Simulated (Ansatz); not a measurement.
# CH₄AlO₂ radical: how energies converge with the basis set

Aim: see how fast density functionals converge with the basis set for CH₄AlO₂ radical.

Method: one geometry, several basis sets; program: Ansatz 0.2.0, Gaussian basis.

The runs, in order: PBE0-D4/def2-SVP; ωB97M-V/def2-SVP; PBE0-D4/def2-QZVPP; ωB97M-V/def2-QZVPP; the functionals' def2-TZVPP values are taken from earlier runs.

## Step 1: The relaxed structure

All runs share one geometry, relaxed beforehand with PBE0-D4 in a triple-zeta def2 set.

SMILES `C[O][Al][OH]`, 8 atoms, charge 0, spin multiplicity 2.

Atoms are counted from 1 here; the program's logs count them from 0.

Bond lengths: C1–O2 1.394 Å, C1–H5 1.097 Å, C1–H6 1.095 Å, C1–H7 1.095 Å, O2–Al3 1.683 Å, Al3–O4 1.701 Å, O4–H8 0.956 Å. Angles: O2–C1–H5 112.7°, O2–C1–H6 110.1°, O2–C1–H7 110.0°, H5–C1–H6 108.0°, H5–C1–H7 108.0°, H6–C1–H7 107.9°, C1–O2–Al3 139.7°, O2–Al3–O4 116.5°, Al3–O4–H8 121.5°.

## Step 2: PBE0-D4 in def2-SVP

The input, in.yaml:

```yaml
crystal:
  periodic: [false, false, false]
  atoms:
    - {symbol: C, position_ang: [0.292691, 1.365887, -0.669862]}
    - {symbol: O, position_ang: [-0.035757, 0.282493, 0.144262]}
    - {symbol: Al, position_ang: [-0.062594, -1.399627, 0.093014]}
    - {symbol: O, position_ang: [-0.601919, -2.191896, 1.497889]}
    - {symbol: H, position_ang: [0.661242, 1.058258, -1.655942]}
    - {symbol: H, position_ang: [-0.585387, 2.002415, -0.820772]}
    - {symbol: H, position_ang: [1.070022, 1.971543, -0.192548]}
    - {symbol: H, position_ang: [-0.646299, -3.145973, 1.548160]}
basis:
  gaussian: {orbitals: def2-SVP}
magnetization: {spin_polarized: true, initial_magnetization: 1}
hamiltonian: {xc: pbe0, dispersion: d4}
output: {orbitals: {seedname: orbitals}}
```

Further steps of the session: ωB97M-V in def2-SVP; PBE0-D4 in def2-QZVPP; ωB97M-V in def2-QZVPP.

**Question.** What will the summary of the whole plan be? Wanted: PBE0-D4: double and triple zeta above quadruple; ωB97M-V: double and triple zeta above quadruple.

The runs gave:

| quantity | value |
| --- | --- |
| PBE0-D4: double and triple zeta above quadruple | 9.34, 0.53 eV |
| ωB97M-V: double and triple zeta above quadruple | 9.47, 0.53 eV |

In words: PBE0-D4 gains 8.81 eV from double to triple zeta, then 0.53 eV more. Total energies overstate the basis error of differences, where much of it tends to cancel.
